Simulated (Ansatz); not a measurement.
This was printed by a script on the Python package of Ansatz (0.2.0), for a single point in a Gaussian basis of CH6BNO2, SMILES BC(N)(O)O. What did the script look like? Settings: PBE-QIDH, def2-TZVP basis, multiplicity 1.

`ch6bno2.xyz`
```text
11

B    -0.74990    1.21330    0.20320
C     0.02050   -0.08910   -0.08060
N     0.10850   -0.83260    1.15980
O     1.38300    0.24250   -0.56600
O    -0.68160   -0.85960   -1.04070
H    -1.79200    1.20410    0.82620
H    -0.74920    2.10720   -0.62860
H     0.69550   -1.70720    0.97700
H     0.74100   -0.27210    1.88250
H     1.20880    0.56250   -1.47090
H    -0.11940   -1.62600   -1.24140
```

```console
$ python ch6bno2_energy.py
reference energy     -7377.097254 eV
total energy         -7386.789395 eV
occupied orbitals outside the frozen core (up, down): [15, 15]  frozen: 5  virtual: [171, 171]
<S^2> = 0.0  all-electron relativity setting: none
passes: {'evaluations': 17, 'products': 27}
occupied orbitals by irrep: [{'A': 20}, {'A': 20}]
Alpha     -18.270 eV  occupation 2
Alpha     -17.760 eV  occupation 2
Alpha     -16.493 eV  occupation 2
Alpha     -15.782 eV  occupation 2
Alpha     -15.273 eV  occupation 2
Alpha     -14.019 eV  occupation 2
Alpha     -12.725 eV  occupation 2
Alpha     -11.943 eV  occupation 2
Alpha     -11.642 eV  occupation 2
Alpha     -10.865 eV  occupation 2
Alpha     -10.413 eV  occupation 2
Alpha      -0.111 eV  occupation 0
Alpha       2.107 eV  occupation 0
Alpha       3.189 eV  occupation 0
Alpha       3.511 eV  occupation 0
Alpha       3.627 eV  occupation 0
Alpha       4.162 eV  occupation 0
Alpha       4.694 eV  occupation 0
```

One script that gives this output:

`ch6bno2_energy.py`:
```python
"""Electronic structure of the CH6BNO2 molecule."""

from pathlib import Path

import ansatz as az

molecule = az.Crystal.molecule_from_extxyz("ch6bno2.xyz")

setup = (
    molecule.calculation()
    .basis(gaussian="def2-TZVP")  # the orbital basis, by name
    .functional(az.LibraryFunctional("PBE-QIDH"))
    .orbitals()
)
out = setup.run(runs_dir="ch6bno2_runs")
summary = out.report

print("reference energy %16.6f eV" % summary["reference_energy_ev"])
print("total energy     %16.6f eV" % summary["free_energy_ev"])
print("occupied orbitals outside the frozen core (up, down):", summary["n_occupied"], " frozen:", summary["n_frozen"], " virtual:", summary["n_virtual"])

field = summary["mean_field"]
print("<S^2> =", round(abs(field["state"]["spin_squared"]), 4), " all-electron relativity setting:", field["relativity"])
print("passes:", field["passes"])
if "symmetry" in field:
    print("occupied orbitals by irrep:", field["symmetry"]["occupied"])

lines = Path(summary["orbitals_path"]).read_text().splitlines()
field_of = lambda key: [line.split("=")[1].strip() for line in lines if line.startswith(key)]
orbitals = [(27.211386 * float(e), s, float(n)) for e, s, n in zip(field_of("Ene="), field_of("Spin="), field_of("Occup="))]
homo = max(e for e, _, n in orbitals if n > 0.5)
lumo = min(e for e, _, n in orbitals if n < 0.5)
for e, spin, n in sorted(orbitals):
    if homo - 10 < e < lumo + 5:
        print(f"{spin:6s} {e:10.3f} eV  occupation {n:.0f}")
```

Reading the output:
- Total energies depend on the basis set; only differences at equal settings carry meaning.
- The geometry is a force-field or estimated start, not a minimum of this method, and the basis set is short of its limit.
- Alpha marks a spatial orbital of a restricted run, filled by both spins.
- Levels such as HOMO and LUMO are orbital energies: with these approximate functionals they aren't the ionisation energy and electron affinity, and their gap isn't the fundamental gap.
- Finished in 8.4 s on 1 thread of INTEL(R) XEON(R) PLATINUM 8581C CPU @ 2.10GHz (Emerald Rapids) (shared host), peak memory 0.48 GiB.
